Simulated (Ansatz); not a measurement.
# Nb4Al2F: the cost of one run

Method: DFT PBE, scalar-relativistic, plane waves, PAW, unless a step names another level, in Ansatz 0.2.0.

2 further runs of the same task are left out: 1 that didn't finish, 1 set aside as unsound or not needed.

## Step 1: The structure to begin with

Symmetry: Fmmm, No. 69, orthorhombic system. The conventional cell has a = 3.595 Å, b = 4.244 Å, c = 30.604 Å, α = 90.00°, β = 90.00°, γ = 90.00°. Around Al (site symmetry mm2) lie 4 Al at 2.78 Å and 8 Nb at 2.80 to 3.04 Å. Nb (site symmetry mm2) is surrounded by 1 F at 2.09 Å. Nb (site symmetry mm2) is surrounded by 6 Nb at 2.78 to 3.04 Å and 4 Al at 2.83 to 3.04 Å. F (site symmetry mmm) is surrounded by 2 Nb at 2.09 Å.

As a file:

```xyz
7
Lattice="0.0000 2.1222 15.3019 1.7976 0.0000 15.3019 1.7976 2.1222 0.0000" Properties=species:S:1:pos:R:3 pbc="T T T"
Al    1.7976    2.1222   19.5427
Al    1.7976    2.1222   11.0611
Nb    1.7976    2.1222    2.0882
Nb    1.7976    2.1222   28.5155
Nb    1.7976    2.1222   24.1806
Nb    1.7976    2.1222    6.4232
F     0.0000    0.0000    0.0000
```

It came out lowest among 24 distinct ends of the trial cells. At a tolerance of 0.05 Å it has space group Fmmm (No. 69).

## Step 2: A stricter relaxation, on the response runs' mesh and smearing

The input, input.yaml:

```yaml
crystal:
  lattice:
    - [0.0, 2.1221527395, 15.3018716034]
    - [1.7976371238, 0.0, 15.3018716034]
    - [1.7976371238, 2.1221527395, 0.0]
  atoms:
    - { symbol: Al, position: [0.6385719058, 0.6385719058, 0.3614280942] }
    - { symbol: Al, position: [0.3614280942, 0.3614280942, 0.6385719058] }
    - { symbol: Nb, position: [0.0682346286, 0.0682346286, 0.9317653714] }
    - { symbol: Nb, position: [0.9317653714, 0.9317653714, 0.0682346286] }
    - { symbol: Nb, position: [0.7901187291, 0.7901187291, 0.2098812709] }
    - { symbol: Nb, position: [0.2098812709, 0.2098812709, 0.7901187291] }
    - { symbol: F, position: [0.0, 0.0, 0.0] }
basis:
  ecutwfc: 420
kpoints:
  mp_grid: { grid: [12, 12, 12] }
hamiltonian:
  xc: pbe
scf:
  occupations: { method: gaussian, width: 0.1 }
output:
  forces: true
  stress: true
  eigenvalues: true
relax:
  adjacent_minimum: "off"
  f_tol: 0.001
  max_steps: 60
  cell: { stress_tol: 0.01 }
```

Run with:

```bash
> ansatz run input.yaml --threads 3 --pin off --max-ram 7680MiB --backend cpu --events-out ev --progress --plain --runs-dir out
```

What time and memory should one allow on 3 threads of AMD EPYC 9R45 (Zen 5), shared host?

About 49 s, with a peak of 1.2 GiB.
